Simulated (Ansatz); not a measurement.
# Si3Ge2H10: one species, many methods

How much do the methods differ for Si3Ge2H10? The plan is to run it at one geometry with functionals of several rungs and with coupled cluster, and see how far each lands from CCSD(T) at the basis-set limit for the atomisation energy.

Computed with Ansatz 0.2.0, Gaussian basis. Level: functionals in def2-TZVPP, the program's frozen cores in correlated methods.

Levels to be run: LDA (SPW92), PBE-D4, revPBE-D4, BLYP-D4, r2SCAN-D4, B97M-V, PBE0-D4, B3LYP-D4, r2SCANh-D4, r2SCAN0-D4, HSE06-D4, BHLYP-D4, CAM-B3LYP-D4, LC-ωPBE, ωB97X-V, ωB97M-V, B2PLYP, PBE-QIDH; CCSD(T)/def2-SVP; CCSD(T)/def2-TZVPP; MP2/def2-QZVPP; extrapolation to the limit; RPA on PBE.

## Step 1: The relaxed structure

The geometry comes from an earlier relaxation with PBE0-D4 in a triple-zeta def2 set; it is a stationary point, not always the lowest conformer.

SMILES `[SiH2]1[SiH2][GeH2][GeH2][SiH2]1`, 15 atoms, charge 0, spin multiplicity 1.

Atoms are counted from 1 here; the program's logs count them from 0.

Bond lengths: Si1–Si2 2.341 Å, Si1–Si5 2.341 Å, Si1–H6 1.491 Å, Si1–H7 1.489 Å, Si2–Ge3 2.390 Å, Si2–H8 1.488 Å, Si2–H9 1.490 Å, Ge3–Ge4 2.443 Å, Ge3–H10 1.539 Å, Ge3–H11 1.540 Å, Ge4–Si5 2.390 Å, Ge4–H12 1.539 Å, Ge4–H13 1.540 Å, Si5–H14 1.488 Å, Si5–H15 1.490 Å. Angles: Si2–Si1–Si5 102.8°, Si2–Si1–H6 108.8°, Si2–Si1–H7 113.7°, Si5–Si1–H6 108.8°, Si5–Si1–H7 113.6°, H6–Si1–H7 108.8°, Si1–Si2–Ge3 103.5°, Si1–Si2–H8 113.8°, Si1–Si2–H9 109.0°, Ge3–Si2–H8 112.9°, Ge3–Si2–H9 108.8°, H8–Si2–H9 108.7°, Si2–Ge3–Ge4 104.7°, Si2–Ge3–H10 112.3°, Si2–Ge3–H11 110.3°, Ge4–Ge3–H10 111.8°, Ge4–Ge3–H11 109.6°, H10–Ge3–H11 108.2° and more.

## Step 2: LDA

This LDA is Slater exchange with PW92 correlation.

Contents of in.yaml:

```yaml
crystal:
  periodic: [false, false, false]
  atoms:
    - {symbol: Si, position_ang: [-1.002263, 1.554613, 0.650618]}
    - {symbol: Si, position_ang: [-0.080888, -0.142243, 1.973739]}
    - {symbol: Ge, position_ang: [1.564417, -1.128149, 0.548668]}
    - {symbol: Ge, position_ang: [0.739894, -0.729099, -1.715900]}
    - {symbol: Si, position_ang: [-1.289611, 0.498619, -1.418759]}
    - {symbol: H, position_ang: [0.003282, 2.645119, 0.499400]}
    - {symbol: H, position_ang: [-2.257075, 2.132020, 1.205580]}
    - {symbol: H, position_ang: [0.485261, 0.342322, 3.261884]}
    - {symbol: H, position_ang: [-1.134048, -1.155178, 2.264985]}
    - {symbol: H, position_ang: [1.755821, -2.628924, 0.829775]}
    - {symbol: H, position_ang: [2.922552, -0.426435, 0.733695]}
    - {symbol: H, position_ang: [0.510879, -2.047343, -2.476190]}
    - {symbol: H, position_ang: [1.766460, 0.107392, -2.501550]}
    - {symbol: H, position_ang: [-1.561827, 1.440687, -2.538209]}
    - {symbol: H, position_ang: [-2.422854, -0.463410, -1.317725]}
basis:
  gaussian: {orbitals: def2-TZVPP}
hamiltonian: {xc: lda}
output: {orbitals: {seedname: orbitals}}
```

After this run come: PBE-D4 (GGA); revPBE-D4 (GGA); BLYP-D4 (GGA); r2SCAN-D4 (meta-GGA); B97M-V (meta-GGA); PBE0-D4 (hybrid); B3LYP-D4 (hybrid); r2SCANh-D4 (hybrid); r2SCAN0-D4 (hybrid); HSE06-D4 (hybrid); BHLYP-D4 (hybrid); CAM-B3LYP-D4 (range-separated); LC-ωPBE-D4 (range-separated); ωB97X-V (range-separated); ωB97M-V (range-separated); B2PLYP (double hybrid); PBE-QIDH (double hybrid); CCSD(T) in def2-SVP; CCSD(T) in def2-TZVPP; MP2 in def2-QZVPP; RPA on PBE orbitals.

Q: Predict the results of all the runs planned. Wanted: atomisation energy, CCSD(T)/CBS; farthest beyond LDA; mean size of error, GGA; mean size of error, meta-GGA; mean size of error, hybrid; mean size of error, range-separated; mean size of error, double hybrid; gap, smallest and largest; T1 diagnostic.

The runs gave:

| quantity | value |
| --- | --- |
| atomisation energy, CCSD(T)/CBS | 1022.0 kcal/mol |
| functionals within 10.2 kcal/mol (1.0 %) | r2SCAN-D4, B97M-V, r2SCANh-D4, r2SCAN0-D4, CAM-B3LYP-D4, ωB97X-V |
| farthest beyond LDA | revPBE-D4 (-30.9 kcal/mol) |
| mean size of error, GGA | 24.7 kcal/mol |
| mean size of error, meta-GGA | 4.8 kcal/mol |
| mean size of error, hybrid | 10.7 kcal/mol |
| mean size of error, range-separated | 12.4 kcal/mol |
| mean size of error, double hybrid | 20.6 kcal/mol |
| gap, smallest and largest | 4.96 eV (LDA (SPW92)), 11.23 eV (LC-ωPBE) |
| T1 diagnostic | 0.0131 |
| triples share of the correlation energy | 3.9 % |

**Reading.** LDA overbinds by 108.0 kcal/mol (11 %). PBE-D4 misses by -16.1 kcal/mol. Double hybrids carry the basis error of their MP2 part in triple zeta, and no dispersion term here, so their miss is partly the set-up's. By mean error the best rung here is meta-GGA (4.8 kcal/mol) and the worst beyond LDA is GGA (24.7 kcal/mol). Misses under about 10.2 kcal/mol are within the doubt on the reference itself, which lacks core-valence correlation, relativity and higher excitations, and its outer-core shells are covered unevenly. Hartree-Fock recovers 74 % of the binding; the rest is correlation. CCSD(T) in def2-SVP is off by -75.5 kcal/mol, so the small basis spoils what the method gains. The gap grows from 5.0 to 11.2 eV across the functionals, mostly with the share of exact exchange. Correlated methods include outer-core shells of Ge, which these sets cover unevenly.
